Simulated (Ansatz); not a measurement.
# Co3Ir (P-6m2): which electronic and magnetic state is lowest, part 2 of 2

Task: compare starts of the moments and shells of Co3Ir (P-6m2) at a fixed cell.

Ansatz 0.2.0; DFT PBEsol, scalar-relativistic, plane waves, PAW.

### 4 Ferrimagnetic in the cell, signs ++-

Contents of input.yaml:

```yaml
crystal:
  lattice:
    - [2.6087873929, 0.0, 0.0]
    - [-1.3043936964, 2.2592761553, 0.0]
    - [0.0, 0.0, 8.1268127673]
  atoms:
    - { symbol: Co, position: [0.0, 0.0, 0.0], spin: 1.5 }
    - { symbol: Co, position: [0.6666666667, 0.3333333333, 0.76162151], spin: 1.5 }
    - { symbol: Co, position: [0.6666666667, 0.3333333333, 0.23837849], spin: -1.5 }
    - { symbol: Ir, position: [0.0, 0.0, 0.5] }
basis:
  ecutwfc: 420
  ecutrho_ratio: 4
kpoints:
  mp_grid: { grid: [14, 14, 4] }
hamiltonian:
  xc: pbesol
scf:
  occupations: { method: gaussian, width: 0.05 }
output:
  forces: true
  stress: true
  eigenvalues: true
  populations: true
magnetization:
  spin_polarized: true
```

Run with:

```sh
$ ansatz run input.yaml --threads 4 --pin off --max-ram 9216MiB --backend cpu --events-out ev --progress --plain --runs-dir out
```

The log of the run, shortened:

```text
Warning: RAYON_NUM_THREADS=4 ignored (pool sized by the plan → 4); use --threads N
[...]
Pseudopotentials: kind: paw
Pseudopotential: Co, paw, valence charge 17, recommended cutoff 420 eV (normal), Co.paw.azcp
Pseudopotential: Ir, paw, valence charge 17, recommended cutoff 420 eV (normal), Ir.paw.azcp
Functional definition: PBEsol
[...]
Crystal: 4 atoms, lattice volume = 47.899 Å³
Basis set: ecut = 420 eV, 981 PW (Γ), exchange–correlation on 36×36×120 points (8 copies of the dense FFT grid, shifted against one another)
Bands: 44, of which v1, the nominal top of the filled ones, is band 34 counted from 1 (33 counted from 0)
Symmetry: 6 space group operations
Space group: P3m1 (ITA 156), of the structure as read, at distance tolerance 3.6e-5 Å
Magnetic group: BNS 156.49 (UNI 1279), of the structure as read, at distance tolerance 3.6e-5 Å
k-points: 88 of 784 (time reversal used)
[...]
Starting moments: Σ|m| = 4.5 μB on 3 of 4 sites
[...]
WARN: an SCF from ferromagnetic starting moments (1.51, 1.67, 1.50, 0.00 Bohr magnetons, atom by atom) was not made, by what the run has read of turns of its moments that order reads lower: the deck asks for what bars it, or types moments that do (magnetization.spin_polarized, in the [...]
Per-site moments (μB) at R_I (Å): [(1.506369991517279, 1.0122279847557063), (1.6647316078279197, 1.0122279847557063), (-1.3671988076685853, 1.0122279847557063), (-0.047375267709402834, 1.0748059536434384)]
Free energy (F): -27077.481479 eV
[...]
E sigma→0 (E₀):  -27077.479308 eV
Entropy (-TS):   -0.004343 eV (-1.086 meV/atom)
Fermi energy:    20.101471 eV
[...]
--- Forces (eV/Å), atoms counted from 1 ---
  atom   1  Co    -0.00000000     0.00000000    -0.48888660
  atom   2  Co     0.00000000    -0.00000000     0.10119366
  atom   3  Co     0.00000000    -0.00000000     0.53635055
  atom   4  Ir    -0.00000000    -0.00000000    -0.14863088
[...]
--- Stress (GPa, compression-positive) ---
       -8.935811       0.000000       0.000000
        0.000000      -8.935811      -0.000000
        0.000000      -0.000000     -10.888436
  P = ⅓ Tr σ = -9.5867 GPa (-95.867 kbar)
--- Band table (eV; the first three rows and the last of 176) ---
[...]
--- Löwdin populations: 4 sites ---
  site symbol       q [e]    m [muB]
     0     Co     16.7686     1.5006
     1     Co     16.7184     1.6648
     2     Co     16.7422    -1.3688
     3     Ir     16.9064    -0.0572
  spilling = 0.012711 (of n_electrons = 68.000000)
```

Caution: the run may have ended on a state that is not the lowest.

Wall time 21 s (4 threads of Intel Xeon Platinum 8259CL at 2.50GHz (Skylake/Cascade Lake), shared host); peak memory 0.66 GiB.

In short: volume 11.975 Å³/atom, pressure -9.59 GPa, no gap, moments in the atoms' spheres Co 1.51, 1.66, -1.37 μB.

Spin moments on the atoms, as numbers (put along z; the direction is arbitrary without spin–orbit coupling):

| atom | x (μB) | y (μB) | z (μB) |
| --- | --- | --- | --- |
| Co1 | 0.00 | 0.00 | 1.51 |
| Co2 | 0.00 | 0.00 | 1.66 |
| Co3 | 0.00 | 0.00 | -1.37 |
| Ir4 | 0.00 | 0.00 | -0.05 |

### 5 Small parallel starting moments

Changes to input.yaml since step 4:

```diff
@@ -6,5 +6,5 @@
   atoms:
-    - { symbol: Co, position: [0.0, 0.0, 0.0], spin: 1.5 }
-    - { symbol: Co, position: [0.6666666667, 0.3333333333, 0.76162151], spin: 1.5 }
-    - { symbol: Co, position: [0.6666666667, 0.3333333333, 0.23837849], spin: -1.5 }
+    - { symbol: Co, position: [0.0, 0.0, 0.0], spin: 0.5 }
+    - { symbol: Co, position: [0.6666666667, 0.3333333333, 0.76162151], spin: 0.5 }
+    - { symbol: Co, position: [0.6666666667, 0.3333333333, 0.23837849], spin: 0.5 }
     - { symbol: Ir, position: [0.0, 0.0, 0.5] }
```

Run with:

```sh
$ ansatz run input.yaml --threads 4 --pin off --max-ram 9216MiB --backend cpu --events-out ev --progress --plain --runs-dir out
```

The log of the run:

```text
Warning: RAYON_NUM_THREADS=4 ignored (pool sized by the plan → 4); use --threads N
[... 7 set-up lines as earlier in the session ...]
Crystal: 4 atoms, lattice volume = 47.899 Å³
Basis set: ecut = 420 eV, 981 PW (Γ), exchange–correlation on 36×36×120 points (8 copies of the dense FFT grid, shifted against one another)
Bands: 42, of which v1, the nominal top of the filled ones, is band 34 counted from 1 (33 counted from 0)
[... 2 set-up lines as earlier in the session ...]
Magnetic group: BNS 187.209 (UNI 1439), of the structure as read, at distance tolerance 3.6e-5 Å
k-points: 72 of 784 (time reversal used)
[... 8 set-up lines as earlier in the session ...]
Starting moments: Σ|m| = 1.5 μB on 3 of 4 sites
[... 2 set-up lines as earlier in the session ...]
SCF iter   1: F=—  HF=-27077.310876 eV  |F-HF|=—  |Δ(HF+E_count)|=         —  Δρ=1.84e-1 (↑9.21e-2 ↓1.84e-1)  dr2=4.14e0  dr2_m=8.03e0  M=4.357 μB ∫|m|=4.530 μB  β_m=0.30  ethr=3.10e-3  ⟨swp⟩=5.7  Hψ=19254  notcnv=0  defer=19
Mixer restart at iter 1: flushing history
preconditioner: auto → Kerker (q_TF=auto, 2.892 Å⁻¹)  [metal: Δε(μ)=0.004 eV  Ē_g=6.408 eV  σ=0.050 eV  W_gap=0.04  n_scr=24 (ndim 8)  ℏωp=32.2 eV  f_vac=0.000  D(μ)=5.54/eV (n_scr^D=64)]
spin=Collinear: Kerker preconditioning applied to the charge; magnetization (m = ρ↑ − ρ↓) channel mixes plain (no charge-response kernel on spin).
SCF iter   2: F=—  HF=-27076.086914 eV  |F-HF|=—  |Δ(HF+E_count)|=    1.22e0  Δρ=1.12e-1 (↑1.04e-1 ↓1.12e-1)  dr2=2.72e0  dr2_m=4.95e0  M=4.505 μB ∫|m|=4.768 μB  β_m=0.65  ethr=3.10e-3  ⟨swp⟩=2.3  Hψ=9624  notcnv=0  defer=255
SCF iter   3: F=—  HF=-27077.945379 eV  |F-HF|=—  |Δ(HF+E_count)|=    1.86e0  Δρ=6.53e-2 (↑2.74e-2 ↓6.53e-2)  dr2=5.54e-1  dr2_m=8.54e-1  M=5.062 μB ∫|m|=5.394 μB  β_m=0.75  ethr=3.10e-3  ⟨swp⟩=2.7  Hψ=9726  notcnv=0  defer=255
SCF iter   4: F=—  HF=-27077.730617 eV  |F-HF|=—  |Δ(HF+E_count)|=   2.15e-1  Δρ=2.14e-2 (↑4.47e-3 ↓2.14e-2)  dr2=5.01e-1  dr2_m=5.91e-2  M=4.903 μB ∫|m|=5.357 μB  β_m=0.72  ethr=8.15e-4  ⟨swp⟩=2.5  Hψ=11137  notcnv=0  defer=255
SCF iter   5: F=—  HF=-27077.711113 eV  |F-HF|=—  |Δ(HF+E_count)|=   1.95e-2  Δρ=9.45e-3 (↑9.45e-3 ↓7.82e-3)  dr2=1.89e-1  dr2_m=1.85e-3  M=5.016 μB ∫|m|=5.458 μB  β_m=0.58  ethr=7.36e-4  ⟨swp⟩=2.0  Hψ=6834  notcnv=0  defer=255
SCF iter   6: F=—  HF=-27077.689198 eV  |F-HF|=—  |Δ(HF+E_count)|=   2.19e-2  Δρ=5.52e-3 (↑3.04e-3 ↓5.52e-3)  dr2=6.01e-3  dr2_m=6.00e-3  M=5.145 μB ∫|m|=5.594 μB  β_m=0.78  ethr=2.79e-4  ⟨swp⟩=2.0  Hψ=8617  notcnv=0  defer=255
SCF iter   7: F=—  HF=-27077.692144 eV  |F-HF|=—  |Δ(HF+E_count)|=   2.95e-3  Δρ=5.32e-3 (↑3.29e-3 ↓5.32e-3)  dr2=2.98e-2  dr2_m=1.30e-3  M=5.201 μB ∫|m|=5.658 μB  β_m=0.78  ethr=8.84e-6  ⟨swp⟩=2.0  Hψ=12255  notcnv=0  defer=255
SCF iter   8: F=—  HF=-27077.691986 eV  |F-HF|=—  |Δ(HF+E_count)|=   1.58e-4  Δρ=1.74e-3 (↑1.74e-3 ↓2.24e-4)  dr2=3.32e-3  dr2_m=2.96e-4  M=5.203 μB ∫|m|=5.665 μB  β_m=0.89  ethr=8.84e-6  ⟨swp⟩=2.0  Hψ=11522  notcnv=0  defer=255
SCF iter   9: F=—  HF=-27077.692113 eV  |F-HF|=—  |Δ(HF+E_count)|=   1.26e-4  Δρ=5.68e-4 (↑2.12e-4 ↓5.68e-4)  dr2=3.78e-4  dr2_m=2.88e-5  M=5.188 μB ∫|m|=5.648 μB  β_m=0.94  ethr=4.88e-6  ⟨swp⟩=1.5  Hψ=6707  notcnv=0  defer=255
SCF iter  10: F=—  HF=-27077.692137 eV  |F-HF|=—  |Δ(HF+E_count)|=   2.44e-5  Δρ=3.53e-4 (↑1.85e-4 ↓3.53e-4)  dr2=1.39e-4  dr2_m=1.34e-5  M=5.198 μB ∫|m|=5.659 μB  β_m=0.97  ethr=5.57e-7  ⟨swp⟩=2.1  Hψ=7564  notcnv=0  defer=255
SCF iter  11: F=—  HF=-27077.692133 eV  |F-HF|=—  |Δ(HF+E_count)|=   4.52e-6  Δρ=1.75e-4 (↑9.11e-5 ↓1.75e-4)  dr2=3.36e-5  dr2_m=2.64e-6  M=5.197 μB ∫|m|=5.658 μB  β_m=0.85  ethr=2.04e-7  ⟨swp⟩=1.0  Hψ=6048  notcnv=0  defer=255
SCF iter  12: F=—  HF=-27077.692128 eV  |F-HF|=—  |Δ(HF+E_count)|=   4.23e-6  Δρ=6.64e-5 (↑8.65e-6 ↓6.64e-5)  dr2=1.99e-6  dr2_m=4.28e-7  M=5.195 μB ∫|m|=5.656 μB  β_m=0.92  ethr=4.94e-8  ⟨swp⟩=2.0  Hψ=7161  notcnv=0  defer=255
SCF iter  13: F=—  HF=-27077.692128 eV  |F-HF|=—  |Δ(HF+E_count)|=   9.31e-8  Δρ=2.47e-5 (↑1.24e-5 ↓2.47e-5)  dr2=5.90e-7  dr2_m=3.32e-8  M=5.195 μB ∫|m|=5.656 μB  β_m=0.94  ethr=2.92e-9  ⟨swp⟩=1.6  Hψ=6597  notcnv=0  defer=255
SCF iter  14: F=—  HF=-27077.692128 eV  |F-HF|=—  |Δ(HF+E_count)|=   3.52e-8  Δρ=7.49e-6 (↑7.34e-6 ↓7.49e-6)  dr2=8.70e-8  dr2_m=3.10e-9  M=5.195 μB ∫|m|=5.656 μB  β_m=0.78  ethr=8.67e-10  ⟨swp⟩=2.0  Hψ=7892  notcnv=0  defer=255
SCF iter  15: F=-27077.692128 eV  HF=-27077.692128 eV  |F-HF|=1.50e-8  |Δ(HF+E_count)|=   1.05e-8  Δρ=3.09e-6 (↑2.09e-6 ↓3.09e-6)  dr2=1.54e-8  dr2_m=6.03e-10  M=5.195 μB ∫|m|=5.656 μB  ethr=1.28e-10  ⟨swp⟩=6.5  Hψ=20691  notcnv=0
SCF 1 converged in 15 iterations: F = -27077.692128 eV  dr2 = 1.54e-8
SCF converged after 15 iterations
Magnetization: 5.1955 μB (36.5977 up, 31.4023 down)
Absolute magnetization: 5.6577 μB (∫|ρ↑−ρ↓|, with the PAW one-centre terms)
Spin contamination: 0.1351 ħ² per cell (⟨S²⟩ above its minimum at these occupations)
Per-site moments (μB) at R_I (Å): [(1.7536113904136885, 1.0122279847557063), (1.714617631452185, 1.0122279847557063), (1.7146176314521855, 1.0122279847557063), (0.22332730779602067, 1.0748059536434384)]
Free energy (F): -27077.692128 eV
Harris-Foulkes:  -27077.692128 eV  (|F-HF|=1.50e-8)
Internal energy: -27077.685485 eV  (E = F + TS)
E sigma→0 (E₀):  -27077.688807 eV
Entropy (-TS):   -0.006643 eV (-1.661 meV/atom)
Fermi energy:    19.998420 eV
--- Per-component energies (eV) ---
  E_band       = -836.664748
  E_kinetic    = 1980.273698
  E_local      = -9868.651892  (includes V_loc(G=0)·N_el)
  E_nonlocal   = 1445.292431
  E_hartree    = 4106.172530
  E_xc         = -738.291632
  E_vxc        = -911.279660  (∫ρ·V_xc dr)
  E_paw        = -13536.401002  (= ΣΔE_a)
  E_vpaw       = -1694.650575  (= ΣTr[D̂ρ^β])
  E_aug_tail   = 0.000235  (compensation charges beyond the density's cutoff)
  E_ewald      = -10466.910396
  E_core_change = 0.830543  (= ΣΔE_core)
  E_smearing   = -0.006643  (= −TS)
  E_closure    = -0.000000  (closes the sum)
  Σ components = -27077.692128   (vs F -27077.692128, Δ=0.00e0)
--- Forces (eV/Å), atoms counted from 1 ---
  atom   1  Co     0.00000000     0.00000000     0.00000000
  atom   2  Co     0.00000000     0.00000000    -0.06893962
  atom   3  Co     0.00000000     0.00000000     0.06893962
  atom   4  Ir    -0.00000000    -0.00000000     0.00000000
  max |Σ_I F_I| component: 4.16e-17 eV/Å
--- Stress (GPa, compression-positive) ---
       -7.992197       0.000000       0.000000
        0.000000      -7.992197       0.000000
        0.000000       0.000000      -6.605056
  P = ⅓ Tr σ = -7.5298 GPa (-75.298 kbar)
--- Band table (eV; the first three rows and the last of 144) ---
  k-point 0 ↑: bands = ["-75.7602", "-75.7414", "-75.7135", "-72.6426", "-39.2631", "-39.1677", "-39.0668", "-39.0668", "-39.0405", "-39.0405", "-39.0208", "-39.0208", "-39.0163", "-29.4346", "-29.1160", "-29.1160", "10.0002", "12.2224", "13.5162", "14.3690", "16.4155", "16.4155", "16.5228", "17.1220", "17.2650", "17.2650", "17.3193", "17.3193", "17.6483", "17.6919", "17.6919", "17.9065", "17.9065", "18.7925", "18.7925", "19.0133", "19.0133", "20.1702", "20.1935", "20.1935", "27.0295", "33.8637"]
  k-point 1 ↑: bands = ["-75.7601", "-75.7415", "-75.7135", "-72.6426", "-39.2625", "-39.1687", "-39.0668", "-39.0668", "-39.0405", "-39.0405", "-39.0208", "-39.0208", "-39.0159", "-29.4346", "-29.1160", "-29.1160", "10.0621", "12.0413", "13.3477", "14.6996", "16.4130", "16.4130", "16.6821", "17.2493", "17.2493", "17.2761", "17.3328", "17.3328", "17.6438", "17.6438", "17.6600", "18.0298", "18.0298", "18.6471", "18.6471", "19.0793", "19.0793", "19.5223", "20.2029", "20.2029", "27.9252", "32.4406"]
  k-point 2 ↑: bands = ["-75.7601", "-75.7416", "-75.7135", "-72.6426", "-39.2619", "-39.1698", "-39.0668", "-39.0668", "-39.0405", "-39.0405", "-39.0208", "-39.0208", "-39.0155", "-29.4346", "-29.1160", "-29.1160", "10.1327", "11.8562", "13.2661", "14.9133", "16.4106", "16.4106", "16.8323", "17.2160", "17.2160", "17.3897", "17.3897", "17.4922", "17.5789", "17.5789", "18.0608", "18.2017", "18.2017", "18.4697", "18.4697", "18.4968", "19.1196", "19.1196", "20.2121", "20.2121", "29.5151", "30.5711"]
  k-point 71 ↓: bands = ["-73.6580", "-73.6579", "-73.5928", "-72.4225", "-37.2093", "-37.1807", "-37.1560", "-37.1553", "-37.1249", "-37.1214", "-37.0502", "-37.0254", "-36.9895", "-29.6716", "-29.5353", "-29.0864", "14.8930", "15.2278", "15.6366", "16.1430", "16.1847", "17.2201", "17.2525", "17.4295", "17.8517", "18.2658", "18.5097", "18.5864", "19.1620", "19.7961", "20.2816", "20.6242", "20.7776", "20.9316", "21.0753", "21.1190", "24.6884", "24.8872", "25.1317", "26.1703", "26.5780", "27.5808"]
--- Löwdin populations: 4 sites ---
  site symbol       q [e]    m [muB]
     0     Co     16.7562     1.7530
     1     Co     16.7184     1.6815
     2     Co     16.7184     1.6815
     3     Ir     16.9361     0.2680
  spilling = 0.012807 (of n_electrons = 68.000000)
```

Run time: 16 s. Hardware: 4 threads of Intel Xeon Platinum 8259CL at 2.50GHz (Skylake/Cascade Lake), shared host; peak memory 0.6 GiB.

This gives: volume 11.975 Å³/atom, pressure -7.53 GPa, a metal on this mesh, moments in the atoms' spheres Co 1.75, 1.71; Ir 0.22 μB.

### 6 The magnetic starts side by side

Energies have the smearing extrapolated to zero.

| start | from the base state (meV/atom) | gap (eV) | pressure (GPa) | moments in spheres (μB) |
| --- | --- | --- | --- | --- |
| ferromagnetic | 0.0 | metal | -7.53 | Co 1.75, 1.72; Ir 0.22 |
| no spin polarisation | 168.7 | metal | -16.36 | none |
| ferrimagnetic in the cell, signs +-- | 130.7 | metal | -11.77 | Co 1.23, -1.15; Ir -0.17 |
| ferrimagnetic in the cell, signs ++- | 52.4 | metal | -9.59 | Co 1.51, 1.67, -1.37 |
| small parallel starting moments | 0.0 | metal | -7.53 | Co 1.75, 1.72; Ir 0.22 |

### 7 Summary of results

The summary covers parts 1 to 2.

| quantity | value |
| --- | --- |
| lowest magnetic start | ferromagnetic |
| next in this table | 52.4 meV/atom higher |

**Reading.** The lowest state comes from the start «ferromagnetic», matched within 0.3 meV/atom by «small parallel starting moments»; the next lies 52.4 meV/atom higher. No antiferromagnetic order was run. At this cell, forbidding spin polarisation costs 169 meV/atom. A non-hydrostatic stress of up to 0.9 GPa is left, since the cell's shape wasn't relaxed in this state. Only a few orders and starts were tried, so a lower state isn't excluded. Spin–orbit coupling is left out, though the cell holds Ir; in elements this heavy it can shift levels and gaps by tenths of an eV.
